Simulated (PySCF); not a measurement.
# C5H11FSi: electronic excitations

Aim: predict the electronic excitations of C5H11FSi (`C/C(F)=C(/C)C[SiH3]`).

The runs use PySCF 2.14.0, with density-fitted response routines of our own; the level of theory stands in each step. All values are computed, except where a source is named. Atoms count from 0, in the outputs and in this text.

## Step 1: The molecule as given

18 atoms, charge 0, multiplicity 1; geometry from: GFN2-xTB.

Bonds of the start (Å): C0–C1 1.49, C1–F2 1.37, C1–C3 1.33, C3–C4 1.50, C3–C5 1.49, C5–Si6 1.91, C0–H7 1.09, C0–H8 1.09, C0–H9 1.09, C4–H10 1.09, C4–H11 1.09, C4–H12 1.09, C5–H13 1.09, C5–H14 1.09, Si6–H15 1.46, Si6–H16 1.46, Si6–H17 1.46.

## Step 2: Excited states and response: CAM-B3LYP/def2-SVPD

Job settings and geometry (Å):

```
{"job": {"kind": "uv", "xc": "CAM-B3LYP", "basis": "def2-SVPD", "nstates": 8, "ntriplets": 3}, "charge": 0, "multiplicity": 1}
C     -1.151089     1.970146     0.257921
C     -1.262135     0.500445     0.506784
F     -2.243765     0.191239     1.407875
C     -0.545082    -0.478550    -0.034856
C     -0.757467    -1.920628     0.313169
C      0.549756    -0.190445    -1.009370
Si     2.243916    -0.018524    -0.141713
H     -1.868289     2.490923     0.887220
H     -0.150856     2.331081     0.492020
H     -1.365882     2.208400    -0.783880
H     -1.496992    -2.030534     1.101579
H     -1.098326    -2.471879    -0.563560
H      0.181152    -2.364477     0.642709
H      0.602460    -1.005509    -1.732226
H      0.337158     0.721630    -1.566094
H      2.585386    -1.274845     0.526371
H      3.247606     0.289126    -1.162300
H      2.183691     1.058719     0.846695
```

With the program's defaults for keys left out, this is: TDDFT CAM-B3LYP/def2-SVPD, vertical, gas phase, core orbitals frozen in the response.

Started as:

```
$ OMP_NUM_THREADS=1 python probes_run.py task.json out
```

This one command runs all jobs of the session in turn.

What will the session give for the following? lowest singlet (CAM-B3LYP/def2-SVPD); brightest single state of those computed; lowest triplet. Wanted: lowest singlet; brightest single state of those computed; lowest triplet.

**Answer**, as computed:

```
                                quantity                        value
    lowest singlet (CAM-B3LYP/def2-SVPD)  5.99 eV (207 nm), f = 0.006
brightest single state of those computed  state 2, 6.68 eV, f = 0.316
                          lowest triplet                      4.18 eV
```

The first singlet state (HOMO→LUMO 0.82) lies at 5.99 eV and is weak; of the 8 states computed, the strongest absorption comes from state 2 at 6.68 eV. The lowest triplet lies 1.81 eV below the lowest singlet (triplets in Tamm-Dancoff, singlets in full TDDFT).
